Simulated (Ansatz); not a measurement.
# CH9GaSeSi2Te: taking an electron away

An exercise on one series of results from a longer session: the logs are not shown, and one member is left open.

Computed with Ansatz 0.2.0, Gaussian basis. Level: unrestricted cation, the program's frozen cores in correlated methods.

Levels to be run: UKS PBE-D4/def2-TZVPP; UKS r2SCAN-D4/def2-TZVPP; UKS PBE0-D4/def2-TZVPP; UKS B3LYP-D4/def2-TZVPP; UKS wB97X-V/def2-TZVPP; UKS wB97M-V/def2-TZVPP; UKS B2PLYP/def2-TZVPP; UHF-CCSD(T)/def2-TZVPP; UHF-MP2/def2-QZVPP; extrapolation to the limit; then −ε(HOMO) from the neutral's earlier runs with LDA (SPW92), PBE-D4, revPBE-D4, BLYP-D4, r2SCAN-D4, B97M-V, PBE0-D4, B3LYP-D4, r2SCANh-D4, r2SCAN0-D4, HSE06-D4, BHLYP-D4, CAM-B3LYP-D4, LC-ωPBE, ωB97X-V, ωB97M-V.

2 further runs of the same task are left out: 2 for a known fault of the program.

**The relaxed structure**

The geometry comes from an earlier relaxation with PBE0-D4 in a triple-zeta def2 set; it is a stationary point, not always the lowest conformer. Te takes the def2 core potential; no spin-orbit term is included.

SMILES `C[SiH2][Se][SiH]([GaH2])[TeH]`, 15 atoms, charge 0, spin multiplicity 1.

Atoms are counted from 1 here; the program's logs count them from 0.

Bond lengths: C1–Si2 1.862 Å, C1–H7 1.092 Å, C1–H8 1.094 Å, C1–H9 1.092 Å, Si2–Se3 2.293 Å, Si2–H10 1.485 Å, Si2–H11 1.486 Å, Se3–Si4 2.263 Å, Si4–Ga5 2.371 Å, Si4–Te6 2.624 Å, Si4–H12 1.487 Å, Ga5–H13 1.561 Å, Ga5–H14 1.562 Å, Te6–H15 1.657 Å. Angles: Si2–C1–H7 110.8°, Si2–C1–H8 109.8°, Si2–C1–H9 110.7°, H7–C1–H8 107.9°, H7–C1–H9 108.9°, H8–C1–H9 108.5°, C1–Si2–Se3 112.5°, C1–Si2–H10 111.2°, C1–Si2–H11 110.9°, Se3–Si2–H10 108.7°, Se3–Si2–H11 103.6°, H10–Si2–H11 109.6°, Si2–Se3–Si4 96.1°, Se3–Si4–Ga5 131.8°, Se3–Si4–Te6 113.4°, Se3–Si4–H12 107.0°, Ga5–Si4–Te6 71.6°, Ga5–Si4–H12 119.7° and more.

Coordinates:

```xyz
15
charge 0, multiplicity 1
C    -0.52678   -2.02011   -0.14667
Si    1.23378   -1.49175   -0.44681
Se    2.06056   -0.18514    1.24701
Si    0.94721    1.69718    0.66638
Ga   -0.76263    2.09416   -0.92813
Te   -1.32392    1.99898    1.94503
H    -1.20078   -1.16219   -0.18112
H    -0.84003   -2.72560   -0.92156
H    -0.62282   -2.50728    0.82563
H     1.36020   -0.74930   -1.72663
H     2.14450   -2.66595   -0.45979
H     1.70552    2.84418    1.23297
H    -1.55502    0.88560   -1.51793
H    -0.93982    3.59328   -1.33042
H    -1.67996    0.39392    1.74203
```

Set-up of the first run:

in.yaml reads:

```yaml
crystal:
  periodic: [false, false, false]
  atoms:
    - {symbol: C, position_ang: [-0.526777, -2.020106, -0.146669]}
    - {symbol: Si, position_ang: [1.233782, -1.491749, -0.446806]}
    - {symbol: Se, position_ang: [2.060556, -0.185140, 1.247008]}
    - {symbol: Si, position_ang: [0.947206, 1.697180, 0.666379]}
    - {symbol: Ga, position_ang: [-0.762635, 2.094162, -0.928129]}
    - {symbol: Te, position_ang: [-1.323920, 1.998979, 1.945031]}
    - {symbol: H, position_ang: [-1.200784, -1.162192, -0.181119]}
    - {symbol: H, position_ang: [-0.840034, -2.725601, -0.921560]}
    - {symbol: H, position_ang: [-0.622816, -2.507284, 0.825629]}
    - {symbol: H, position_ang: [1.360204, -0.749302, -1.726629]}
    - {symbol: H, position_ang: [2.144498, -2.665946, -0.459788]}
    - {symbol: H, position_ang: [1.705523, 2.844185, 1.232971]}
    - {symbol: H, position_ang: [-1.555022, 0.885605, -1.517926]}
    - {symbol: H, position_ang: [-0.939823, 3.593277, -1.330425]}
    - {symbol: H, position_ang: [-1.679959, 0.393923, 1.742034]}
basis:
  gaussian: {orbitals: def2-TZVPP}
total_charge: 1
magnetization: {spin_polarized: true, initial_magnetization: 1}
hamiltonian: {xc: pbe, dispersion: d4}
```

Run with:

```console
$ ansatz run in.yaml --threads 4 --pin off --events-out ev --progress --plain --max-ram 66560MiB --backend cuda --devices 0, --max-vram 37GiB
```

Steps of the session up to this table: Cation, UKS PBE-D4/def2-TZVPP; Cation, UKS r2SCAN-D4/def2-TZVPP; Cation, UKS PBE0-D4/def2-TZVPP; Cation, UKS B3LYP-D4/def2-TZVPP; Cation, UKS wB97X-V/def2-TZVPP; Cation, UKS wB97M-V/def2-TZVPP; Cation, UKS B2PLYP (frozen core)/def2-TZVPP; Cation, UHF-CCSD(T)/def2-TZVPP; Cation, UHF-MP2/def2-QZVPP.

One of the session's tables, all rows but one given; the rest of the session is left out.

Orbital estimates, from the neutral's runs:

| functional | −ε(HOMO) (eV) |
| --- | --- |
| LDA (SPW92) | 5.88 |
| PBE-D4 | 5.73 |
| revPBE-D4 | 5.67 |
| BLYP-D4 | 5.56 |
| r2SCAN-D4 | 5.96 |
| B97M-V | 5.99 |
| PBE0-D4 | 6.66 |
| B3LYP-D4 | 6.46 |
| r2SCANh-D4 | 6.30 |
| r2SCAN0-D4 | 6.81 |
| HSE06-D4 | 6.29 |
| BHLYP-D4 | 7.44 |
| CAM-B3LYP-D4 | 7.76 |
| LC-ωPBE | 8.95 |
| ωB97X-V | ? |
| ωB97M-V | 8.53 |

**Question.** Estimate the row for ωB97X-V.

**Answer.** −ε(HOMO) (eV): 8.68. In the column «−ε(HOMO) (eV)» it lies between ωB97M-V (8.53) and LC-ωPBE (8.95).
